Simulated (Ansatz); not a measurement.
# BGeH₆N: basis-set convergence

One table from this session's results is given with a row withheld; the runs are named, their logs left out.

Method: one geometry, several basis sets; program: Ansatz 0.2.0, Gaussian basis.

The runs, in order: PBE0-D4/def2-SVP; ωB97M-V/def2-SVP; PBE0-D4/def2-QZVPP; ωB97M-V/def2-QZVPP; the functionals' def2-TZVPP values are taken from earlier runs.

## Structure used throughout

An earlier PBE0-D4 in a triple-zeta def2 set relaxation fixed the geometry.

SMILES `N[BH][GeH3]`, 9 atoms, charge 0, spin multiplicity 1.

Atoms are counted from 1 here; the program's logs count them from 0.

Bond lengths: N1–B2 1.384 Å, N1–H4 1.007 Å, N1–H5 1.007 Å, B2–Ge3 2.064 Å, B2–H6 1.198 Å, Ge3–H7 1.542 Å, Ge3–H8 1.546 Å, Ge3–H9 1.542 Å. Angles: B2–N1–H4 123.6°, B2–N1–H5 123.0°, H4–N1–H5 113.4°, N1–B2–Ge3 120.3°, N1–B2–H6 118.1°, Ge3–B2–H6 121.6°, B2–Ge3–H7 112.0°, B2–Ge3–H8 112.0°, B2–Ge3–H9 112.0°, H7–Ge3–H8 106.9°, H7–Ge3–H9 106.5°, H8–Ge3–H9 107.0°.

The first run:

The input, in.yaml:

```yaml
crystal:
  periodic: [false, false, false]
  atoms:
    - {symbol: N, position_ang: [-0.792922, 0.760436, -1.227037]}
    - {symbol: B, position_ang: [0.071750, 0.820247, -0.147974]}
    - {symbol: Ge, position_ang: [0.539164, -0.889142, 0.909644]}
    - {symbol: H, position_ang: [-1.228119, -0.089443, -1.546536]}
    - {symbol: H, position_ang: [-1.048175, 1.568975, -1.771109]}
    - {symbol: H, position_ang: [0.533225, 1.885914, 0.145945]}
    - {symbol: H, position_ang: [2.049907, -1.194032, 0.876143]}
    - {symbol: H, position_ang: [-0.184531, -2.134678, 0.347449]}
    - {symbol: H, position_ang: [0.148302, -0.774678, 2.396373]}
basis:
  gaussian: {orbitals: def2-SVP}
hamiltonian: {xc: pbe0, dispersion: d4}
output: {orbitals: {seedname: orbitals}}
```

Started as:

```bash
$ ansatz run in.yaml --threads 2 --pin off --events-out ev --progress --plain --max-ram 4352MiB
```

Steps of the session up to this table: PBE0-D4 in def2-SVP; ωB97M-V in def2-SVP; PBE0-D4 in def2-QZVPP; ωB97M-V in def2-QZVPP.

One table of the session follows, with a row left open; its other results are not shown here.

It belongs to the step «Functionals by basis». 

```
functional       basis  HOMO (eV)  LUMO (eV)
   PBE0-D4    def2-SVP          ?          ?
   PBE0-D4  def2-TZVPP      -7.81      -0.44
   PBE0-D4  def2-QZVPP      -7.83      -0.49
   ωB97M-V    def2-SVP      -9.85       1.82
   ωB97M-V  def2-TZVPP      -9.96       1.49
   ωB97M-V  def2-QZVPP      -9.97       1.35
```

Q: Estimate the row for PBE0-D4, def2-SVP from the others.

As computed: HOMO (eV): -7.74; LUMO (eV): -0.24. In the column «HOMO (eV)» it is the highest.
